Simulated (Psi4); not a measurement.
# singlet GeH2ClO−: levels of theory compared

Wanted: a comparison of 4 runs (BLYP/def2-SVPD, SVWN5/def2-SVPD, TPSS/def2-SVPD, revPBE/def2-SVPD) of singlet GeH2ClO−. 

Program for the calculation: Psi4 1.11.

8 further runs of the same task are left out: 6 that didn't finish, 2 set aside as unsound or not needed.

### Step 1. The molecule

The species is GeH2ClO− (5 atoms), meant as a singlet with charge -1. SMILES of the parent species: `[O][GeH2][Cl]`. The shape is that of a PBE0-D4/def2-TZVP optimisation. That shape belongs to the parent species and isn't relaxed for this state.

Bond lengths: O1–Ge2 1.781 Å, Ge2–Cl3 2.144 Å, Ge2–H4 1.531 Å, Ge2–H5 1.531 Å. Angles: O1–Ge2–Cl3 110.8°, O1–Ge2–H4 106.5°, O1–Ge2–H5 106.5°, Cl3–Ge2–H4 108.2°, Cl3–Ge2–H5 108.2°, H4–Ge2–H5 116.7°.

### Step 2. Energy and gradient at BLYP/def2-SVPD (run 1)

The input, job.inp:

```
memory 2200 mb

molecule mol {
  -1 1
  O
  Ge 1 R2
  Cl 2 R3 1 A3
  H 2 R4 1 A4 3 D4
  H 2 R5 4 A5 1 D5

  R2 = 1.78135
  R3 = 2.144259
  A3 = 110.75046
  R4 = 1.530798
  A4 = 106.47798
  D4 = -117.40806
  R5 = 1.530832
  A5 = 116.71093
  D5 = 118.6805
  units angstrom
  symmetry c1
  no_reorient
  no_com
}

set {
  basis def2-SVPD
  reference rks
  puream true
  e_convergence 1e-09
  d_convergence 1e-08
  scf_type pk
  dft_radial_points 99
  dft_spherical_points 590
}

result, w = gradient('blyp', return_wfn=True)
oeprop(w, 'MULLIKEN_CHARGES', 'QUADRUPOLE', 'WIBERG_LOWDIN_INDICES', title='BLYP')
```

On the command line:

```bash
$ psi4 -n 1 job.inp job.out
```

job.out:

```text
[...]
  Running in c1 symmetry.
[...]
  Nuclear repulsion =  264.047633092731360
[...]
  Multiplicity = 1
[...]
  Nalpha       = 30
  Nbeta        = 30
[...]
    Number of basis functions: 104
[...]
   @RKS iter   1: -2611.47189555674049   -1.48187e+00   2.55257e-02 ADIIS/DIIS
[...]
   @RKS iter  15: -2613.29648835410717   -1.00044e-11   8.14532e-09 DIIS
[...]
  @RKS Final Energy: -2613.29648835410717
   => Energetics <=
    Nuclear Repulsion Energy =            264.0476330927313597
    One-Electron Energy =               -4172.4868421624596522
    Two-Electron Energy =                1411.9586119976925147
    DFT Exchange-Correlation Energy =    -116.8158912820713624
    Empirical Dispersion Energy =           0.0000000000000000
    VV10 Nonlocal Energy =                  0.0000000000000000
    Total Energy =                      -2613.2964883541071686
[...]
  -Total Gradient:
     Atom            X                  Y                   Z
    ------   -----------------  -----------------  -----------------
       1        0.000002179876     0.001514913490    -0.025915255826
       2       -0.000012722688    -0.034834462390     0.081479775759
       3        0.000001647034     0.042281015797    -0.023517955315
       4        0.008912224714    -0.004496115043    -0.016049173404
       5       -0.008903329393    -0.004492801332    -0.016046394618
[...]
 Multipole Moments:
 ------------------------------------------------------------------------------------
     Multipole            Electronic (a.u.)      Nuclear  (a.u.)        Total (a.u.)
 ------------------------------------------------------------------------------------
 L = 1.  Multiply by 2.5417464519 to convert [e a0] to [Debye]
 Dipole X            :         -0.0001731            0.0001204           -0.0000526
 Dipole Y            :          1.4676249           -1.4541456            0.0134794
 Dipole Z            :          1.8218044            0.0403702            1.8621746
 Magnitude           :                                                    1.8622234
 L = 2.  Multiply by 1.3450342976 to convert [e a0^2] to [Debye ang]
 Quadrupole XX       :        -43.7799309           12.1299274          -31.6500036
 Quadrupole XY       :         -0.0000859           -0.0000368           -0.0001228
[...]
```

Run time: 17 s. Hardware: 1 thread of Intel Xeon 6975P-C (Granite Rapids), shared host; peak memory 0.82 GiB.

### Step 3. Energy and forces at SVWN5/def2-SVPD (run 2)

The input, calc.dat:

```
memory 2.2 GB

molecule mol {
  -1 1
  O
  Ge 1 R2
  Cl 2 R3 1 A3
  H 2 R4 1 A4 3 D4
  H 2 R5 4 A5 1 D5

  R2 = 1.78135
  R3 = 2.144259
  A3 = 110.75046
  R4 = 1.530798
  A4 = 106.47798
  D4 = -117.40806
  R5 = 1.530832
  A5 = 116.71093
  D5 = 118.6805
  symmetry c1
  no_reorient
  no_com
}

set globals {
  basis def2-SVPD
  puream true
  e_convergence 1e-09
  d_convergence 1e-08
  scf_type pk
  dft_radial_points 99
  dft_spherical_points 590
}

E, wfn = gradient("scf", dft_functional={"name": "SVWN5", "x_functionals": {"LDA_X": {}}, "c_functionals": {"LDA_C_VWN": {}}}, return_wfn=True)
oeprop(wfn, "MULLIKEN_CHARGES", "MAYER_INDICES", "DIPOLE")
```

On the command line:

```bash
$ psi4 -n 1 calc.dat calc.out
```

calc.out:

```text
[...]
  Running in c1 symmetry.
[...]
  Nuclear repulsion =  264.047633092731360
[...]
  Multiplicity = 1
[...]
  Nalpha       = 30
  Nbeta        = 30
[...]
    Number of basis functions: 104
[...]
   @RKS iter   1: -2606.25734158160640   -1.45298e+00   2.55218e-02 DIIS/ADIIS
[...]
   @RKS iter  15: -2608.08282963038164   -1.50067e-11   5.89117e-09 DIIS
[...]
  @RKS Final Energy: -2608.08282963038164
   => Energetics <=
    Nuclear Repulsion Energy =            264.0476330927313597
    One-Electron Energy =               -4172.4715494248057439
    Two-Electron Energy =                1411.8785331185790710
    DFT Exchange-Correlation Energy =    -111.5374464168863966
    Empirical Dispersion Energy =           0.0000000000000000
    VV10 Nonlocal Energy =                  0.0000000000000000
    Total Energy =                      -2608.0828296303816387
[...]
  -Total Gradient:
     Atom            X                  Y                   Z
    ------   -----------------  -----------------  -----------------
       1        0.000002090387     0.001966725537    -0.045607253849
       2       -0.000012821633    -0.024092497741     0.090155843159
       3        0.000001554097     0.026533210017    -0.016722520588
       4        0.006248796451    -0.002217317353    -0.013936532031
       5       -0.006239619746    -0.002214170753    -0.013933893390
[...]
 Multipole Moments:
 ------------------------------------------------------------------------------------
     Multipole            Electronic (a.u.)      Nuclear  (a.u.)        Total (a.u.)
 ------------------------------------------------------------------------------------
 L = 1.  Multiply by 2.5417464519 to convert [e a0] to [Debye]
 Dipole X            :         -0.0001692            0.0001204           -0.0000487
 Dipole Y            :          1.4853845           -1.4541456            0.0312389
 Dipole Z            :          1.8085381            0.0403702            1.8489083
 Magnitude           :                                                    1.8491722
[...]
  Mulliken Charges: (a.u.)
   Center  Symbol    Alpha    Beta     Spin     Total
       1     O     4.53717  4.53717  0.00000 -1.07434
       2    GE    15.75729 15.75729  0.00000  0.48542
       3    CL     8.77295  8.77295  0.00000 -0.54590
       4     H     0.46629  0.46629  0.00000  0.06742
       5     H     0.46630  0.46630  0.00000  0.06740
   Total alpha = 30.00000, Total beta = 30.00000, Total charge = -1.00000
  Mayer Bond Indices:
[...]
```

It took 13 s on 1 thread of Intel Xeon 6975P-C (Granite Rapids), shared host; peak memory 0.63 GiB.

### Step 4. Energy and gradient at TPSS/def2-SVPD (run 3)

The input, calc.py:

```python
import psi4

psi4.set_memory('2200 MB')
psi4.set_num_threads(1)
psi4.core.set_output_file('output.dat', False)

mol = psi4.geometry("""
-1 1
O
Ge 1 1.78135
Cl 2 2.144259 1 110.75046
H 2 1.530798 1 106.47798 3 -117.40806
H 2 1.530832 4 116.71093 1 118.6805
units angstrom
symmetry c1
no_reorient
no_com
""")

psi4.set_options({
    'basis': 'def2-SVPD',
    'reference': 'rks',
    'puream': True,
    'e_convergence': 1e-09,
    'd_convergence': 1e-08,
    'scf_type': 'pk',
    'dft_radial_points': 99,
    'dft_spherical_points': 590,
})

e, wfn = psi4.gradient("tpss", return_wfn=True)
psi4.oeprop(wfn, "QUADRUPOLE", "MAYER_INDICES", "LOWDIN_CHARGES")
print('gradient / Eh bohr^-1')
print(e.np.round(6))
print(f'energy = {wfn.energy():.10f} Eh')
```

On the command line:

```bash
$ python calc.py
```

output.dat:

```text
[...]
  Running in c1 symmetry.
[...]
  Nuclear repulsion =  264.047633092731360
[...]
  Multiplicity = 1
[...]
  Nalpha       = 30
  Nbeta        = 30
[...]
    Number of basis functions: 104
[...]
   @RKS iter   1: -2611.50083161859811   -1.54466e+00   2.52208e-02 DIIS/ADIIS
[...]
   @RKS iter  15: -2613.26827875424806   -2.22826e-11   3.64207e-09 DIIS
[...]
  @RKS Final Energy: -2613.26827875424806
   => Energetics <=
    Nuclear Repulsion Energy =            264.0476330927313597
    One-Electron Energy =               -4172.7550938005533681
    Two-Electron Energy =                1412.2435963513162278
    DFT Exchange-Correlation Energy =    -116.8044143977420930
    Empirical Dispersion Energy =           0.0000000000000000
    VV10 Nonlocal Energy =                  0.0000000000000000
    Total Energy =                      -2613.2682787542480582
[...]
  -Total Gradient:
     Atom            X                  Y                   Z
    ------   -----------------  -----------------  -----------------
       1        0.000002213385     0.001796713133    -0.035250763932
       2       -0.000013115492    -0.031998330762     0.087987217244
       3        0.000001643637     0.035651436818    -0.021300401509
       4        0.005868264332    -0.002736591862    -0.015739686770
       5       -0.005859005622    -0.002733529157    -0.015736984597
[...]
 Multipole Moments:
 ------------------------------------------------------------------------------------
     Multipole            Electronic (a.u.)      Nuclear  (a.u.)        Total (a.u.)
 ------------------------------------------------------------------------------------
 L = 1.  Multiply by 2.5417464519 to convert [e a0] to [Debye]
 Dipole X            :         -0.0001739            0.0001204           -0.0000534
 Dipole Y            :          1.4759206           -1.4541456            0.0217751
 Dipole Z            :          1.8143933            0.0403702            1.8547635
 Magnitude           :                                                    1.8548913
 L = 2.  Multiply by 1.3450342976 to convert [e a0^2] to [Debye ang]
 Quadrupole XX       :        -43.2859027           12.1299274          -31.1559754
 Quadrupole XY       :         -0.0000858           -0.0000368           -0.0001226
[...]
```

Standard output:

```text
gradient / Eh bohr^-1
[[ 2.0000e-06  1.7970e-03 -3.5251e-02]
 [-1.3000e-05 -3.1998e-02  8.7987e-02]
 [ 2.0000e-06  3.5651e-02 -2.1300e-02]
 [ 5.8680e-03 -2.7370e-03 -1.5740e-02]
 [-5.8590e-03 -2.7340e-03 -1.5737e-02]]
energy = -2613.2682787542 Eh
```

Run time: 37 s. Hardware: 1 thread of Intel Xeon 6975P-C (Granite Rapids), shared host; peak memory 1.1 GiB.

### Step 5. Energy and gradient at revPBE/def2-SVPD (run 4)

The input, calc.py:

```python
import psi4

psi4.set_memory('2200 MB')
psi4.set_num_threads(1)
psi4.core.set_output_file('output.dat', False)

molecule = psi4.geometry("""
-1 1
O     -0.51476140    -1.11833992     3.07174982
Ge     0.23375912    -0.15344576    -0.06519555
Cl    -2.54565006     2.43793567    -1.47190768
H      0.15306782    -2.53941397    -1.69886379
H      2.76769288     1.23399116     0.08579357
units au
symmetry c1
no_reorient
no_com
""")

psi4.set_options({
    'basis': 'def2-SVPD',
    'puream': True,
    'e_convergence': 1e-09,
    'd_convergence': 1e-08,
    'scf_type': 'pk',
    'dft_radial_points': 99,
    'dft_spherical_points': 590,
})

result, w = psi4.gradient('REVPBE', molecule=molecule, return_wfn=True)
psi4.oeprop(w, 'QUADRUPOLE', 'DIPOLE', 'LOWDIN_CHARGES', title='REVPBE')
print('gradient / Eh bohr^-1')
print(result.np.round(6))
print(f'energy = {w.energy():.10f} Eh')
```

On the command line:

```bash
$ python calc.py
```

output.dat:

```text
[...]
  Running in c1 symmetry.
[...]
  Nuclear repulsion =  264.047620417348696
[...]
  Multiplicity = 1
[...]
  Nalpha       = 30
  Nbeta        = 30
[...]
    Number of basis functions: 104
[...]
   @RKS iter   1: -2611.19227848621040   -1.49731e+00   2.53681e-02 DIIS/ADIIS
[...]
   @RKS iter  15: -2612.98979989937516   -2.72848e-11   4.59588e-09 DIIS
[...]
  @RKS Final Energy: -2612.98979989937516
   => Energetics <=
    Nuclear Repulsion Energy =            264.0476204173486963
    One-Electron Energy =               -4172.8798620740562910
    Two-Electron Energy =                1412.3648303357404075
    DFT Exchange-Correlation Energy =    -116.5223885784081688
    Empirical Dispersion Energy =           0.0000000000000000
    VV10 Nonlocal Energy =                  0.0000000000000000
    Total Energy =                      -2612.9897998993751571
[...]
  -Total Gradient:
     Atom            X                  Y                   Z
    ------   -----------------  -----------------  -----------------
       1       -0.004947942925    -0.008979117814     0.026241509740
       2       -0.007828573414     0.042362453397    -0.078136067106
       3        0.027259658249    -0.029170211761     0.021740064958
       4       -0.002408343793     0.004896765921     0.018414887390
       5       -0.012109841342    -0.009108929531     0.011788919112
[...]
 Multipole Moments:
 ------------------------------------------------------------------------------------
     Multipole            Electronic (a.u.)      Nuclear  (a.u.)        Total (a.u.)
 ------------------------------------------------------------------------------------
 L = 1.  Multiply by 2.5417464519 to convert [e a0] to [Debye]
 Dipole X            :         38.0253984          -36.9930897            1.0323087
 Dipole Y            :        -26.1982102           26.2824999            0.0842897
 Dipole Z            :          2.5039286           -4.1477598           -1.6438313
 Magnitude           :                                                    1.9429223
 L = 2.  Multiply by 1.3450342976 to convert [e a0^2] to [Debye ang]
 Quadrupole XX       :       -155.0764584          121.7176563          -33.3588020
 Quadrupole XY       :        100.3977064          -99.0200157            1.3776907
[...]
```

Standard output:

```text
gradient / Eh bohr^-1
[[-0.004948 -0.008979  0.026242]
 [-0.007829  0.042362 -0.078136]
 [ 0.02726  -0.02917   0.02174 ]
 [-0.002408  0.004897  0.018415]
 [-0.01211  -0.009109  0.011789]]
energy = -2612.9897998994 Eh
```

Wall time 20 s (1 thread of Intel Xeon 6975P-C (Granite Rapids), shared host); peak memory 0.81 GiB.

### Step 6. The series

| run | level | energy (Eh) | HOMO energy (eV) | LUMO energy (eV) | HOMO–LUMO gap (eV) | wall time |
| --- | --- | --- | --- | --- | --- | --- |
| 1 | BLYP/def2-SVPD | -2613.296488 | 0.49 | 3.62 | 3.13 | 17 s |
| 2 | SVWN5/def2-SVPD | -2608.082830 | 0.21 | 3.43 | 3.22 | 13 s |
| 3 | TPSS/def2-SVPD | -2613.268279 | 0.37 | 3.80 | 3.43 | 37 s |
| 4 | revPBE/def2-SVPD | -2612.989800 | 0.48 | 3.67 | 3.19 | 20 s |

### Step 7. What came out

```
                                                    quantity           value
                                         run 4: total energy  -2612.98980 Eh
                                          run 4: HOMO energy         0.48 eV
                                          run 4: LUMO energy         3.67 eV
run 4: HOMO–LUMO gap (to an unbound level, set by the basis)         3.19 eV
                             run 4: largest force on an atom      4.588 eV/Å
```

In words: The HOMO–LUMO gap runs from 3.13 eV (BLYP/def2-SVPD) to 3.43 eV (TPSS/def2-SVPD). The empty levels of an anion lie above zero and hang on the basis. Totals of different functionals can't be ranked against each other. In runs 1, 2, 3, 4 the HOMO lies above zero, so the outermost electron may be held by the basis alone. All runs together took 86 s, the longest 37 s.
